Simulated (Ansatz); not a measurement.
# YTl: stress in a strained cell

Aim: deform YTl (zz strain of -2 %) and compute stress, forces and field gradients with LAPW, PAW and all-electron datasets made for the crystal.

Method: DFT LDA, scalar-relativistic, in Ansatz 0.2.0.

## Step 1: Starting point

Symmetry: Pm-3m, No. 221, cubic system. The conventional cell has a = 3.751 Å, b = 3.751 Å, c = 3.751 Å, α = 90.00°, β = 90.00°, γ = 90.00°. Around Y (site symmetry m-3m) lie 8 Tl at 3.25 Å. Tl (site symmetry m-3m) has 8 Y at 3.25 Å as nearest neighbours.

Coordinates:

```cif
data_structure
_symmetry_space_group_name_H-M 'P 1'
_symmetry_Int_Tables_number 1
_cell_length_a 3.7510
_cell_length_b 3.7510
_cell_length_c 3.7510
_cell_angle_alpha 90.000
_cell_angle_beta 90.000
_cell_angle_gamma 90.000
_cell_volume 52.78
loop_
_atom_site_label
_atom_site_type_symbol
_atom_site_fract_x
_atom_site_fract_y
_atom_site_fract_z
_atom_site_occupancy
Y1 Y 0.50000 0.50000 0.50000 1
Tl1 Tl 0.00000 0.00000 0.00000 1
```

Atoms are numbered in the order of the input: Y1, Tl2.

## Step 2: The deformed structure

Space group Pm-3m before, P4/mmm after.

## Step 3: Full-potential LAPW

input.yaml

```yaml
crystal:
  lattice:
    - [3.751, 0.0, 0.0]
    - [0.0, 3.751, 0.0]
    - [0.0, 0.0, 3.67598]
  atoms:
    - { symbol: "Y", position: [0.5, 0.5, 0.5] }
    - { symbol: Tl, position: [0.0, 0.0, 0.0] }
kpoints:
  mp_grid: { grid: [11, 11, 11] }
  band_path:
    path:
      - [0.0, 0.0, 0.0]
      - [0.0, 0.5, 0.0]
      - [0.5, 0.5, 0.0]
      - [0.0, 0.0, 0.0]
      - [0.0, 0.0, 0.5]
      - [0.0, 0.5, 0.5]
      - [0.5, 0.5, 0.5]
      - [0.0, 0.0, 0.5]
      - [0.0, 0.5, 0.0]
    npoints: 5
scf:
  occupations: { method: fermi_dirac, width: 0.08 }
hamiltonian:
  xc: lda
  pseudopotentials: { kind: all_electron, lapw: { basis_error: 0.00025 } }
output:
  forces: true
  stress: true
  eigenvalues: true
```

On the command line:

```sh
> ansatz run input.yaml --threads 1 --pin off --max-ram 3072MiB --backend cpu --events-out ev --progress --plain --runs-dir out
```

## Step 4: PAW on the default files

input.yaml

```yaml
crystal:
  lattice:
    - [3.751, 0.0, 0.0]
    - [0.0, 3.751, 0.0]
    - [0.0, 0.0, 3.67598]
  atoms:
    - { symbol: "Y", position: [0.5, 0.5, 0.5] }
    - { symbol: Tl, position: [0.0, 0.0, 0.0] }
kpoints:
  mp_grid: { grid: [11, 11, 11] }
scf:
  occupations: { method: fermi_dirac, width: 0.08 }
hamiltonian:
  xc: lda
  pseudopotentials: { kind: paw }
output:
  forces: true
  stress: true
  eigenvalues: true
  efg: { contact_densities: true }
```

## Step 5: Datasets made for this crystal

input.yaml, as its differences from that of step 4:

```diff
@@ -14,3 +14,3 @@
   xc: lda
-  pseudopotentials: { kind: paw }
+  pseudopotentials: { kind: all_electron, datasets: crystal }
 output:
```

(Steps that only read results are left out.)

**Question.** What will these runs give? Wanted: pressure; largest shear or deviatoric stress.

The runs gave:

| quantity | value |
| --- | --- |
| pressure | LAPW -1.79, PAW -1.81, crystal datasets -1.80 GPa |
| largest shear or deviatoric stress (LAPW) | 0.22 GPa |

The largest part of the stress beyond the pressure is 0.22 GPa in size, in the zz component; the atoms are carried along and not relaxed. No run of the undeformed cell stands beside it, so the pressure holds what the given cell had before the change. PAW: stress within 0.01 GPa of LAPW. Crystal datasets: stress within 0.01 GPa of LAPW. Spin-orbit coupling is left out, though the cell holds Tl; in elements this heavy it can shift bands and gaps by tenths of an eV.
